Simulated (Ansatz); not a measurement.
## Cs2NaAlF6, space group Fm-3m: a single point from a YAML input

Program: Ansatz 0.2.0 through its Python package.

`cs2naalf6_yaml_run.py`
```python
import ansatz
import numpy as np

INPUT = """
crystal:
  lattice:
    - [0.0, 4.375111, 4.375111]
    - [4.375111, 0.0, 4.375111]
    - [4.375111, 4.375111, 0.0]
  atoms:
    - { symbol: Cs, position: [0.75, 0.75, 0.75] }
    - { symbol: Cs, position: [0.25, 0.25, 0.25] }
    - { symbol: Na, position: [0.5, 0.5, 0.5] }
    - { symbol: Al, position: [0.0, 0.0, 0.0] }
    - { symbol: F, position: [0.787186, 0.212814, 0.212814] }
    - { symbol: F, position: [0.212814, 0.212814, 0.787186] }
    - { symbol: F, position: [0.212814, 0.787186, 0.787186] }
    - { symbol: F, position: [0.212814, 0.787186, 0.212814] }
    - { symbol: F, position: [0.787186, 0.212814, 0.787186] }
    - { symbol: F, position: [0.787186, 0.787186, 0.212814] }
kpoints:
  mp_grid: { grid: [4, 4, 4] }
hamiltonian:
  xc: pbesol
scf:
  occupations: { method: fixed }
basis:
  ecutwfc: "470 eV"
output:
  forces: true
"""

done = ansatz.Session.from_yaml(INPUT).plan(threads=1).execute()
rep = done.report

print(f"free energy      {rep['free_energy_ev']:.5f} eV")
print(f"per atom         {rep['free_energy_ev'] / len(done.lattice.sites):.5f} eV")
print(f"SCF iterations   {rep['n_iterations']}  (converged: {rep['converged']})")

forces = np.array(rep["forces_ev_ang"])
norms = np.linalg.norm(forces, axis=1)
print("largest force {:.4f} eV/A on atom {}".format(norms.max(), norms.argmax()))
print(np.array2string(forces, precision=4, suppress_small=True))

used = rep["setup"]
print("cutoffs (eV):", used["ecut_ev"], used["ecutrho_ev"], " FFT grid:", used["fft_dense"])
print("cell volume {:.3f} A^3, {} symmetry operations".format(used["cell_volume_ang3"], used["n_sym_ops"]))
```

```console
$ python cs2naalf6_yaml_run.py
free energy      -17989.54355 eV
per atom         -1798.95435 eV
SCF iterations   6  (converged: True)
largest force 0.1830 eV/A on atom 5
[[ 0.    -0.    -0.   ]
 [ 0.     0.    -0.   ]
 [ 0.     0.    -0.   ]
 [ 0.     0.    -0.   ]
 [-0.183  0.    -0.   ]
 [-0.    -0.    -0.183]
 [ 0.183 -0.     0.   ]
 [-0.    -0.183  0.   ]
 [ 0.     0.183  0.   ]
 [-0.     0.     0.183]]
cutoffs (eV): 470.0 1880.0  FFT grid: [45, 45, 45]
cell volume 167.493 A^3, 48 symmetry operations
```

Caveats:
- Absolute energies stand on the zero of these potentials, so only differences at equal settings mean something.
- The structure comes from a database of computed cells and needn't be a stable or known phase.
- Run time: 2.5 s on 1 thread of Intel(R) Xeon(R) 6975P-C (Granite Rapids), on a shared host, peak memory 0.51 GiB.

(Lines on the test bed's own set-up are left out of the output.)
